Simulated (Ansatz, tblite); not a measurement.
# The cluster Ga5As4+: which isomer is lowest

An exercise on one series of results from a longer session: the logs are not shown, and one member is left open.

Program: Ansatz 0.2.0, Gaussian basis. Level of theory: relaxed with PBE-D4/def2-SVP, singlet. These are calculated values, not measurements.

4 further runs of the same task are left out: 4 that didn't finish.

## The system as given

9 atoms, charge 1, spin multiplicity 1.

Atoms are counted from 1 here; the program's logs count them from 0.

Bond lengths: Ga2–As7 2.707 Å, Ga3–As7 2.865 Å, Ga5–As7 2.869 Å, As6–As8 2.477 Å, As6–As9 2.490 Å, As7–As8 2.527 Å, As8–As9 2.476 Å. Angles: As8–As6–As9 59.8°, Ga2–As7–Ga3 108.2°, Ga2–As7–Ga5 105.0°, Ga2–As7–As8 75.3°, Ga3–As7–Ga5 132.5°, Ga3–As7–As8 78.4°, Ga5–As7–As8 78.3°, As6–As8–As7 104.5°, As6–As8–As9 60.4°, As7–As8–As9 104.6°, As6–As9–As8 59.8°.

Geometry (Å):

```xyz
9

Ga   -2.3698   -1.1491    0.1258
Ga    1.7358    2.6227    1.9303
Ga    0.0932   -1.5415    2.5063
Ga    2.0491   -1.3245   -2.8146
Ga   -1.8385    2.1883   -0.6409
As   -0.5405   -0.2501   -2.0368
As   -0.5087    1.1322    1.6716
As    1.0037    0.3451   -0.1940
As    0.3756   -2.0232   -0.5478
```

The ion is computed in the gas phase, without counter-ions or solvent.

A search from random starts with GFN2-xTB found 23 distinct shapes; 2 go on here. The structure above is candidate A, which lies 0.00 eV above the lowest at that level; B lies 0.21 eV above the lowest at that level.

Set-up of the first run:

Input file in.yaml:

```yaml
crystal:
  periodic: [false, false, false]
  atoms:
    - {symbol: Ga, position_ang: [-2.369760, -1.149120, 0.125830]}
    - {symbol: Ga, position_ang: [1.735770, 2.622680, 1.930310]}
    - {symbol: Ga, position_ang: [0.093250, -1.541510, 2.506310]}
    - {symbol: Ga, position_ang: [2.049110, -1.324470, -2.814560]}
    - {symbol: Ga, position_ang: [-1.838460, 2.188340, -0.640940]}
    - {symbol: As, position_ang: [-0.540490, -0.250070, -2.036780]}
    - {symbol: As, position_ang: [-0.508740, 1.132230, 1.671590]}
    - {symbol: As, position_ang: [1.003690, 0.345100, -0.193970]}
    - {symbol: As, position_ang: [0.375620, -2.023180, -0.547770]}
basis:
  gaussian: {orbitals: def2-SVP}
total_charge: 1
hamiltonian: {xc: pbe, dispersion: d4}
scf: {lower_state_search: "off"}
output: {orbitals: {seedname: orbitals}}
relax: {f_tol: 0.03, max_steps: 70}
```

Started as:

```sh
ansatz run in.yaml --threads 6 --pin off --events-out ev --progress --plain --max-ram 7833MiB
```

Among the steps run: Relaxing candidate A; Relaxing candidate B; Candidate B, PBE0-D4/def2-TZVP; Candidate B, PBE-D4/def2-TZVP; Candidate B, r2SCAN-D4/def2-TZVP.

One table of the session follows, with a row left open; its other results are not shown here.

It belongs to the step «B against A». 

```
              level  B above A (kcal/mol)
           GFN1-xTB                 +13.8
           GFN2-xTB                  +2.7
   PBE-D4/def2-TZVP                  +4.4
r2SCAN-D4/def2-TZVP                     ?
  PBE0-D4/def2-TZVP                  +4.7
```

Estimate the missing values for r2SCAN-D4/def2-TZVP.

**Answer.** B above A (kcal/mol): +3.7. In the column «B above A (kcal/mol)» it lies between GFN2-xTB (+2.7) and PBE-D4/def2-TZVP (+4.4).

To keep in mind: The search was small, so a lower isomer may exist. Only singlets are compared; another spin may lie lower and prefer another shape.
